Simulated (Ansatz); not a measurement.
# Ba2Tl5V3O12 under changes of volume

One of the cells (36.154 Å³/atom); the others are scaled copies at fixed shape and fractional positions:

```
CELL_PARAMETERS angstrom
10.97457 0.00000 0.00000
0.00000 10.97457 0.00000
0.00000 0.00000 6.60400
ATOMIC_POSITIONS crystal
Ba 0.00000 0.50000 0.00000
Ba 0.50000 0.00000 0.00000
V 0.50000 0.50000 0.00000
V 0.50000 0.00000 0.50000
V 0.00000 0.50000 0.50000
Tl 0.50000 0.50000 0.50000
Tl 0.71260 0.28740 0.40228
Tl 0.28740 0.71260 0.40228
Tl 0.71260 0.71260 0.59772
Tl 0.28740 0.28740 0.59772
O 0.41064 0.58936 0.15770
O 0.58936 0.41064 0.15770
O 0.58936 0.58936 0.84230
O 0.41064 0.41064 0.84230
O 0.58661 0.08570 0.33378
O 0.41339 0.08570 0.66622
O 0.58661 0.91430 0.66622
O 0.41339 0.91430 0.33378
O 0.08570 0.58661 0.33378
O 0.08570 0.41339 0.66622
O 0.91430 0.58661 0.66622
O 0.91430 0.41339 0.33378
```

The cell was built by a generator and needn't be a form met in nature.

* Program: Ansatz 0.2.0
* Functional: PBE
* Potentials or basis: Ansatz PAW
* Cutoff: 420 eV (not typed: the program's choice for these potentials)
* k mesh: 3 × 3 × 4
* Occupations: fermi-dirac, width 0.05 eV
* Spin: collinear spin, ferromagnetic start
* Starting moments: [0.0, 0.0, 2.0, 2.0, 2.0, 0.0, 0.0, 0.0, 0.0, 0.0, 0.0, 0.0, 0.0, 0.0, 0.0, 0.0, 0.0, 0.0, 0.0, 0.0, 0.0, 0.0] μB

| volume (Å³/atom) | energy over the lowest point (meV/atom) | pressure (GPa) | gap on the mesh (eV) | largest force (eV/Å) |
| --- | --- | --- | --- | --- |
| 33.985 | 19.85 | 3.1 | 2.49 | 1.200 |
| 34.708 | ? | ? | ? | ? |
| 35.431 | 2.14 | 0.9 | 2.55 | 0.371 |
| 36.154 | 0.00 | 0.0 | 2.57 | 0.004 |
| 36.877 | 1.73 | -0.8 | 2.59 | 0.344 |
| 37.600 | 6.97 | -1.5 | 2.60 | 0.663 |
| 38.324 | 15.38 | -2.2 | 2.61 | 0.959 |

What does the run at 34.708 Å³/atom give?

Energy over the lowest point 8.58 meV/atom; pressure 1.9 GPa; gap on the mesh 2.52 eV; largest force 0.770 eV/Å.

Worked out: A Birch-Murnaghan fit of order 3 (a polynomial in V^(-2/3)) to the other rows has its minimum at 36.18 Å³/atom with B0 = V·E''(V) = 43 GPa and B' = 4.2 at fixed shape and positions, which overstates the stiffness. It gives 8.60 meV/atom at 34.708 Å³/atom, against the run's 8.58, and -dE/dV = 1.9 GPa, against 1.9. A parabola through the other rows of the gap, of slope 1.42 eV per unit of ln V there, gives 2.52 eV, against the run's 2.52.

Energies are extrapolated to zero smearing.

Caveats: odd divisions of the mesh miss points on the zone boundary, where band edges often lie, so the gap on the mesh can be too wide; spin-orbit coupling is left out, which as a rule narrows the gap of such compounds by several tenths of an eV; the starting moments weren't kept; forces of over 1 eV/Å show positions far from the minimum, so gaps and moduli don't describe the material at rest (some runs).

A mesh can miss the band edges.
